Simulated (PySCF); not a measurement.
# F3H3HfSSi ((F)3Hf-S-SiH3): the cost of one run

The runs use PySCF 2.14.0, with density-fitted response routines of our own; the level of theory stands in each step. All values are computed, except where a source is named. Atoms count from 0, in the outputs and in this text.

**1. The molecule as given**

9 atoms, charge 0, multiplicity 1; geometry from: GFN2-xTB. The atoms were then displaced at random by about 0.03 Å, so the start is not that level's minimum.

Bonds of the start (Å): Hf0–F1 1.85, Hf0–F2 1.81, Hf0–F3 1.87, Hf0–S4 2.34, S4–Si5 2.19, Si5–H6 1.48, Si5–H7 1.44, Si5–H8 1.54.

**2. Optimising the geometry at PBE0-D3(BJ)/def2-SVP**

What the job is given:

```
{"job": {"xc": "PBE0", "basis": "def2-SVP", "d3": "d3bj", "grid": 1, "maxiter": 40, "shake": 0.03, "kind": "geom"}, "charge": 0, "multiplicity": 1}
Hf    -0.632200    -1.280710     0.646920
F     -0.441730    -0.349850     2.229120
F     -1.321300    -2.931230     0.946420
F     -1.923950    -0.250060    -0.233650
S      1.283010    -1.025120    -0.666500
Si     0.810680     1.115420    -0.724370
H      2.146840     1.671620    -1.039870
H     -0.097700     1.340840    -1.814760
H      0.309080     1.639640     0.631030
```

Command:

```sh
> OMP_NUM_THREADS=1 python probes_run.py task.json out
```

The driver reads the jobs from task.json and runs them one after another.

Q: Estimate the wall time and peak memory of this first job on 1 thread of Arm Neoverse V2, shared host.

About 3.5 min, with a peak of 0.5 GiB.
